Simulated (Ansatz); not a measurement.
# triplet C2H8GaN at 5 levels

We compute a comparison of 5 runs (UHF/cc-pVDZ, UB3LYP/cc-pVDZ, UPBE/cc-pVDZ, UPBE0/cc-pVDZ, UCCSD(T)/cc-pVDZ) of triplet C2H8GaN. 

The calculation is run with Ansatz 0.2.0.

41 further runs of the same task are left out: 41 set aside as unsound or not needed.

## (1) The molecule

The species is C2H8GaN (12 atoms), meant as a triplet with charge 0. As SMILES of the parent species, `[CH3][Ga]([CH3])[NH2]`. The coordinates come from a PBE0-D4/def2-TZVP relaxation. That shape belongs to the parent species and isn't relaxed for this state.

Bond lengths: C1–Ga2 1.967 Å, Ga2–C3 1.967 Å, Ga2–N4 1.824 Å, C1–H5 1.091 Å, C1–H6 1.093 Å, C1–H7 1.093 Å, C3–H8 1.093 Å, C3–H9 1.091 Å, C3–H10 1.093 Å, N4–H11 1.006 Å, N4–H12 1.006 Å. Some angles: C1–Ga2–C3 126.1°, C1–Ga2–N4 117.0°, C3–Ga2–N4 117.0°, Ga2–C1–H5 111.8°, Ga2–C1–H6 110.6°, Ga2–C1–H7 110.6°, Ga2–C3–H8 110.6°, Ga2–C3–H9 111.7°, Ga2–C3–H10 110.6°, Ga2–N4–H11 124.2°.

## (2) The energy at UHF/cc-pVDZ (run 1)

The input, molecule.yaml:

```yaml
crystal:
  periodic: [false, false, false]
  atoms:
    - symbol: C
      position_ang: [-0.496600, 1.795100, -0.383100]
    - symbol: Ga
      position_ang: [-0.078800, -0.097900, -0.052000]
    - symbol: C
      position_ang: [1.442300, -0.783000, 0.989400]
    - symbol: N
      position_ang: [-1.206800, -1.333200, -0.779100]
    - symbol: H
      position_ang: [-1.389900, 1.910300, -0.999000]
    - symbol: H
      position_ang: [-0.659300, 2.323300, 0.559900]
    - symbol: H
      position_ang: [0.336100, 2.290100, -0.889200]
    - symbol: H
      position_ang: [1.414300, -0.397200, 2.011600]
    - symbol: H
      position_ang: [1.443400, -1.873300, 1.034100]
    - symbol: H
      position_ang: [2.387700, -0.456700, 0.548400]
    - symbol: H
      position_ang: [-2.017200, -1.104900, -1.329400]
    - symbol: H
      position_ang: [-1.098200, -2.328000, -0.677500]
basis:
  gaussian: {orbitals: cc-pVDZ}
magnetization: {spin_polarized: true, initial_magnetization: 2}
hamiltonian: {xc: hf}
accuracy: high
output: {orbitals: {seedname: orbitals}}
```

Launch:

```
$ ansatz run molecule.yaml --threads 1 --pin off --max-ram 3480MiB --events-out events.jsonl --progress --plain --runs-dir runs
```

The log of the run:

```text
Warning: RAYON_NUM_THREADS=1 ignored (pool sized by the plan → 1); use --threads N
Functional definition: HF
  name "HF"
  exchange = exact_x
  correlation = 0
2608 factors; integrals over basis functions are off by at most 4.7e-9 eV
mean field evaluation 1: about -55991.4930 eV, gradient 2.8e1 eV
mean field evaluation 2: about -55991.5748 eV, gradient 2.8e1 eV
mean field evaluation 4: about -55995.9532 eV, gradient 3.3e0 eV
mean field evaluation 8: about -55996.1455 eV, gradient 3.2e-1 eV
mean field evaluation 16: about -55996.1535 eV, gradient 1.4e-2 eV
mean field evaluation 32: about -55997.0190 eV, gradient 4.2e-3 eV
mean field evaluation 64: about -55997.0110 eV, gradient 1.1e-1 eV
mean field evaluation 96: about -55996.0653 eV, gradient 5.5e0 eV
mean field evaluation 128: about -55997.0187 eV, gradient 1.4e-3 eV
mean field evaluation 160: about -55997.0187 eV, gradient 2.1e-3 eV
mean field evaluation 192: about -55998.4178 eV, gradient 2.6e0 eV
mean field evaluation 224: about -55998.4349 eV, gradient 3.8e0 eV
mean field evaluation 256: about -55995.3409 eV, gradient 1.7e1 eV
mean field evaluation 288: about -55993.9182 eV, gradient 9.8e0 eV
mean field evaluation 320: about -55997.4782 eV, gradient 3.0e0 eV
mean field evaluation 352: about -55998.6249 eV, gradient 8.3e-1 eV
mean field evaluation 384: about -55998.4268 eV, gradient 1.1e0 eV
mean field evaluation 416: about -55991.4931 eV, gradient 2.8e1 eV
mean field evaluation 448: about -55996.1535 eV, gradient 2.4e-4 eV
mean field evaluation 480: about -55996.9259 eV, gradient 1.0e0 eV
mean field -55998.79927815 eV, -2057.9179161225 hartree, gradient 3.5e-8 eV, S^2 2.029896; 7 other end points of the search recorded, 0 dependent functions left out
reference -55998.79927815 eV, -2057.9179161225 hartree; 30, 28 occupied and 79, 81 virtual orbitals, 2608 factors
Total energy: -55998.79927815 eV, -2057.9179161225 hartree
```

It took 73 s on 1 thread of Arm Neoverse V1, shared host; peak memory 0.62 GiB.

## (3) The energy at UB3LYP/cc-pVDZ (run 2)

The input, input.yaml:

```yaml
crystal:
  periodic: [false, false, false]
  atoms:
    - {symbol: C, position_ang: [-0.496600, 1.795100, -0.383100]}
    - {symbol: Ga, position_ang: [-0.078800, -0.097900, -0.052000]}
    - {symbol: C, position_ang: [1.442300, -0.783000, 0.989400]}
    - {symbol: N, position_ang: [-1.206800, -1.333200, -0.779100]}
    - {symbol: H, position_ang: [-1.389900, 1.910300, -0.999000]}
    - {symbol: H, position_ang: [-0.659300, 2.323300, 0.559900]}
    - {symbol: H, position_ang: [0.336100, 2.290100, -0.889200]}
    - {symbol: H, position_ang: [1.414300, -0.397200, 2.011600]}
    - {symbol: H, position_ang: [1.443400, -1.873300, 1.034100]}
    - {symbol: H, position_ang: [2.387700, -0.456700, 0.548400]}
    - {symbol: H, position_ang: [-2.017200, -1.104900, -1.329400]}
    - {symbol: H, position_ang: [-1.098200, -2.328000, -0.677500]}
basis:
  gaussian: {orbitals: cc-pVDZ}
accuracy: high
output: {orbitals: {seedname: orbitals}}
magnetization: {spin_polarized: true, initial_magnetization: 2}
hamiltonian: {xc: {name: B3LYP}}
```

Launch:

```
$ ansatz run input.yaml --threads 1 --pin off --max-ram 3480MiB --events-out events.jsonl --progress --plain --runs-dir runs
```

The log of the run:

```text
Warning: RAYON_NUM_THREADS=1 ignored (pool sized by the plan → 1); use --threads N
Functional definition: B3LYP
  name "B3LYP"
  parameter a0 = 0.2
  parameter ax = 0.72
  parameter ac = 0.81
  exchange = (1 - a0 - ax)*slater_x + ax*b88_x + a0*exact_x
  correlation = (1 - ac)*vwn_rpa_c + ac*lyp_c
2608 factors; integrals over basis functions are off by at most 4.7e-9 eV
mean field evaluation 1: about -56053.1902 eV, gradient 5.3e1 eV
mean field evaluation 2: about -56031.2947 eV, gradient 7.2e1 eV
mean field evaluation 4: about -56068.1863 eV, gradient 4.0e0 eV
mean field evaluation 8: about -56068.5099 eV, gradient 7.4e-1 eV
mean field evaluation 16: about -56068.4374 eV, gradient 4.9e0 eV
mean field evaluation 32: about -56068.5211 eV, gradient 7.0e-1 eV
mean field -56068.58283833 eV, -2060.4824146580 hartree, gradient 2.6e-8 eV, S^2 2.004457; 6 other end points of the search recorded, 0 dependent functions left out
reference -56068.58288454 eV, -2060.4824163562 hartree; 30, 28 occupied and 79, 81 virtual orbitals, 2608 factors
Total energy: -56068.58288454 eV, -2060.4824163562 hartree
```

Run time: 62 s. Hardware: 1 thread of Arm Neoverse V1, shared host; peak memory 0.66 GiB.

Runs 3 to 4 aren't shown in full; the table further down has their settings and results.

## (4) The energy at UCCSD(T)/cc-pVDZ (run 5)

The input, molecule.yaml:

```yaml
crystal:
  periodic: [false, false, false]
  atoms:
    - {symbol: C, position_ang: [-0.496600, 1.795100, -0.383100]}
    - {symbol: Ga, position_ang: [-0.078800, -0.097900, -0.052000]}
    - {symbol: C, position_ang: [1.442300, -0.783000, 0.989400]}
    - {symbol: N, position_ang: [-1.206800, -1.333200, -0.779100]}
    - {symbol: H, position_ang: [-1.389900, 1.910300, -0.999000]}
    - {symbol: H, position_ang: [-0.659300, 2.323300, 0.559900]}
    - {symbol: H, position_ang: [0.336100, 2.290100, -0.889200]}
    - {symbol: H, position_ang: [1.414300, -0.397200, 2.011600]}
    - {symbol: H, position_ang: [1.443400, -1.873300, 1.034100]}
    - {symbol: H, position_ang: [2.387700, -0.456700, 0.548400]}
    - {symbol: H, position_ang: [-2.017200, -1.104900, -1.329400]}
    - {symbol: H, position_ang: [-1.098200, -2.328000, -0.677500]}
basis:
  gaussian:
    orbitals: cc-pVDZ
magnetization:
  spin_polarized: true
  initial_magnetization: 2
correlation:
  method: ccsd_t
  frozen_orbitals: {C: 1, Ga: 9, H: 0, "N": 1}
accuracy: high
scf:
  omitted_lower_state_checks: [cluster_reference, increment]
```

Launch:

```
$ ansatz run molecule.yaml --threads 1 --pin off --max-ram 3480MiB --events-out events.jsonl --progress --plain --runs-dir runs
```

The log of the run:

```text
Warning: RAYON_NUM_THREADS=1 ignored (pool sized by the plan → 1); use --threads N
[... 20 lines left out ...]
12 core orbitals not correlated: weight in the atoms' cores, before any rotation towards them, 1.000 or more for the frozen orbitals, at most 0.000 for the correlated occupied ones
[... 36 lines left out ...]
Total energy: -56015.11621754 eV, -2058.5175525853 hartree
Checks for a lower state left out: cluster_reference, increment
```

Run time: 7.5 min. Hardware: 1 thread of Arm Neoverse V1, shared host; peak memory 2.1 GiB.

## (5) All runs side by side

```csv
run,level,frozen core orbitals,energy (Eh),HOMO energy (eV),⟨S²⟩,wall time
1,UHF/cc-pVDZ,–,-2057.917916,-3.53,2.030,73 s
2,UB3LYP/cc-pVDZ,–,-2060.482416,-1.61,2.004,62 s
3,UPBE/cc-pVDZ,–,-2059.954648,-1.07,2.003,44 s
4,UPBE0/cc-pVDZ,–,-2060.014667,-1.92,2.009,94 s
5,UCCSD(T)/cc-pVDZ,12,-2058.517553,–,2.030,7.5 min
```

## (6) What came out

| quantity | value |
| --- | --- |
| run 5: total energy | -2058.51755 Eh |
| run 5: correlation energy (12 core orbitals frozen) | -599.6 mEh |
| run 5: (T) correction | -16.50 mEh |
| run 5: ⟨S²⟩ of the reference determinant | 2.030 |
| run 5: T1 diagnostic | 0.009 |

**Reading.** Totals of different functionals can't be ranked against each other. All runs together took 12 min, the longest 7.5 min.
